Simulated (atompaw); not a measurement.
# A PAW (atompaw) potential for tellurium, from input to tests

Do these settings give a usable potential? It is generated, then checked for scattering, ghosts and hardness.

Program: atompaw 4.2.0.5. Reference atom: PBE, scalar-relativistic, spherical and spin-unpolarised. All values are calculated.

## Step 1: Starting point

The settings as typed:

```json
{
  "element": "tellurium (Te, Z = 52)",
  "type": "PAW",
  "frozen core": "[Kr] 4d10",
  "valence charge": "6",
  "reference configuration": "5s2 5p4",
  "partial waves": "5s (bound): rc 1.95 bohr; 5s channel at 3.4 Ry: rc 1.95 bohr; 5p (bound): rc 1.95 bohr; 5p channel at 1.55 Ry: rc 1.95 bohr; 5d channel at -0.05 Ry: rc 1.95 bohr; 5d channel at 1.65 Ry: rc 1.95 bohr",
  "local potential": "troulliermartins scheme with l = 3 at 0 Ry, radius 1.45 bohr",
  "core correction": "smooth core density matched at 1.25 bohr",
  "augmentation charge": "sinc compensation charge, radius 1.85 bohr; PAW radius 1.95 bohr; waves and projectors: custom rrkj vanderbiltortho"
}
```

## Step 2: The generation run

Te.input reads:

```
Te 52
GGA-PBE scalarrelativistic loggrid 1500 logderivrange -3 5 201
5 5 4 0 0 0
5 1 4
0 0 0
c
c
c
c
v
c
c
c
v
c
c
2
1.95 1.85 1.45 1.25
y
3.4
n
y
1.55
n
y
-0.05
y
1.65
n
custom rrkj vanderbiltortho sinc
3 0 troulliermartins
1.95
1.95
1.95
1.95
1.95
1.95
PWSCFOUT
UPFDX 0.0125d0 UPFXMIN -7.d0 UPFZMESH 52.d0
END
```

Started as:

```bash
$ atompaw < Te.input > Te.log
```

Before running it: what results should come out? Wanted: cutoffs for 10 and 1 mRy, occupied levels; bound ghosts; largest phase difference near zero energy, channels read; lowest eigenvalue of the overlap; share of valence orbitals outside the PAW sphere; UPF file.

As calculated:

```
                                                quantity                                              value
               cutoffs for 10 and 1 mRy, occupied levels                             6 Ry or less and 18 Ry
                                            bound ghosts  s at -1789.61 eV, p at -173.46 eV, d at -41.95 eV
largest phase difference near zero energy, channels read                                          0.000 rad
         lowest eigenvalue of the overlap (Bessel basis)                                          0.056 (s)
        share of valence orbitals outside the PAW sphere                                   5s 52 %, 5p 75 %
                                                UPF file                                            written
```

In words: It has a bound ghost (s, p, d), a state that the atom doesn't have, and that rules the file out. Close by lies the frozen 4d level (-41.7 eV). The potential is soft on the atom at that tolerance: the looser tolerance needs 6 Ry or less. The tighter tolerance needs 18 Ry, and converged work needs a cutoff nearer that. The slowest occupied level is 5p: taken alone it needs 12 Ry to come within 1 mRy, against 6 Ry or less for 5s. Near zero energy the phases of the channels with partial waves agree within 0.001 rad. All of this concerns the isolated atom, not yet a solid.
